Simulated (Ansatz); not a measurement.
# C5H10O2: energies up the ladder

Wanted for C5H10O2: energies up the ladder.

Computed with Ansatz 0.2.0 (the levels named in each step, unless a step's input says otherwise).

## Step 1: The structure to begin with

Bond lengths (14 of 16 bonds, heavy atoms first): C1–O2 1.421 Å, O2–C3 1.341 Å, C3–O4 1.202 Å, C3–C5 1.517 Å, C5–C6 1.525 Å, C5–C7 1.532 Å, C1–H8 1.092 Å, C1–H9 1.087 Å, C1–H10 1.092 Å, C5–H11 1.094 Å, C6–H12 1.087 Å, C6–H13 1.087 Å, C6–H14 1.087 Å, C7–H15 1.088 Å. Angles (14 of 28 angles, heavy atoms first): C1–O2–C3 116.4°, O2–C3–O4 123.4°, O2–C3–C5 110.7°, O4–C3–C5 125.9°, C3–C5–C6 110.6°, C3–C5–C7 107.3°, C6–C5–C7 111.1°, O2–C1–H8 110.3°, O2–C1–H9 106.2°, O2–C1–H10 110.3°, C3–C5–H11 108.0°, C6–C5–H11 110.7°, C7–C5–H11 108.9°, C5–C6–H12 110.7°.

As a file:

```xyz
17

C     2.5616    0.2224   -0.0287
O     1.3299   -0.4650   -0.2020
C     0.2284    0.1656    0.2306
O     0.2495    1.2429    0.7622
C    -1.0147   -0.6434   -0.0904
C    -2.1436   -0.2971    0.8739
C    -1.4066   -0.3241   -1.5371
H     2.7943    0.3227    1.0334
H     3.3176   -0.3781   -0.5283
H     2.5058    1.2190   -0.4714
H    -0.7562   -1.7038   -0.0188
H    -1.8811   -0.5775    1.8910
H    -3.0546   -0.8187    0.5908
H    -2.3284    0.7738    0.8534
H    -0.5986   -0.5825   -2.2176
H    -2.2913   -0.8923   -1.8139
H    -1.6284    0.7361   -1.6388
```

## Step 2: A rough first relaxation, PBE-D4/def2-SVP

input.yaml

```yaml
crystal:
  periodic: [false, false, false]
  atoms:
    - { symbol: C, position_ang: [2.56164, 0.2224, -0.02866] }
    - { symbol: O, position_ang: [1.32989, -0.46498, -0.20201] }
    - { symbol: C, position_ang: [0.22843, 0.16555, 0.23065] }
    - { symbol: O, position_ang: [0.24945, 1.24293, 0.7622] }
    - { symbol: C, position_ang: [-1.01465, -0.64344, -0.09036] }
    - { symbol: C, position_ang: [-2.14362, -0.29714, 0.87393] }
    - { symbol: C, position_ang: [-1.40658, -0.32411, -1.53706] }
    - { symbol: H, position_ang: [2.79426, 0.32273, 1.03342] }
    - { symbol: H, position_ang: [3.31758, -0.37812, -0.52833] }
    - { symbol: H, position_ang: [2.50577, 1.21902, -0.4714] }
    - { symbol: H, position_ang: [-0.7562, -1.7038, -0.01879] }
    - { symbol: H, position_ang: [-1.88105, -0.57748, 1.89099] }
    - { symbol: H, position_ang: [-3.05461, -0.81868, 0.59085] }
    - { symbol: H, position_ang: [-2.32838, 0.77383, 0.8534] }
    - { symbol: H, position_ang: [-0.59862, -0.58253, -2.21758] }
    - { symbol: H, position_ang: [-2.29128, -0.89232, -1.81394] }
    - { symbol: H, position_ang: [-1.62842, 0.73615, -1.63881] }
basis:
  gaussian: { orbitals: def2-SVP }
hamiltonian:
  xc: pbe
  dispersion: d4
relax:
  f_tol: 0.03
  max_steps: 200
```

Started as:

```sh
$ ansatz run input.yaml --threads 4 --pin off --max-ram 10240MiB --backend cpu --events-out ev --progress --plain --runs-dir out
```

After this run come: Relaxation, PBE0-D4/def2-TZVP; Relaxation, PBE0-D4/def2-SVP; Frequencies, PBE0-D4/def2-SVP; Single point, PBE-D4/def2-TZVPP; Single point, r2SCAN-D4/def2-TZVPP; Single point, B3LYP-D4/def2-TZVPP; Single point, wB97M-V/def2-TZVPP; Single point, B2PLYP/def2-TZVPP; Single point, PBE0-D4/def2-TZVPP; Single point, LDA/def2-TZVPP; Single point, PBE0-D4/def2-SVP; Single point, PBE-D4/def2-SVP.

What does the calculation give? Wanted: C1–O2 at PBE0-D4/def2-SVP; O2–C3 at PBE0-D4/def2-SVP; C3–O4 at PBE0-D4/def2-SVP; frequencies at PBE0-D4/def2-SVP; energy at PBE-D4/def2-SVP.

The runs gave:

| quantity | value |
| --- | --- |
| C1–O2 at PBE0-D4/def2-SVP | 1.416 Å |
| O2–C3 at PBE0-D4/def2-SVP | 1.341 Å |
| C3–O4 at PBE0-D4/def2-SVP | 1.203 Å |
| frequencies at PBE0-D4/def2-SVP | 35 to 3200 cm⁻¹ |
| energy at PBE-D4/def2-SVP | -9424.457 eV |

In words: The C–O distance spreads over 0.007 Å, from PBE0-D4/def2-SVP (shortest) to PBE0-D4/def2-TZVP. No mode is imaginary, so the geometry is a minimum. These totals serve in differences with atoms or fragments at the same level; alone they don't rank the methods.
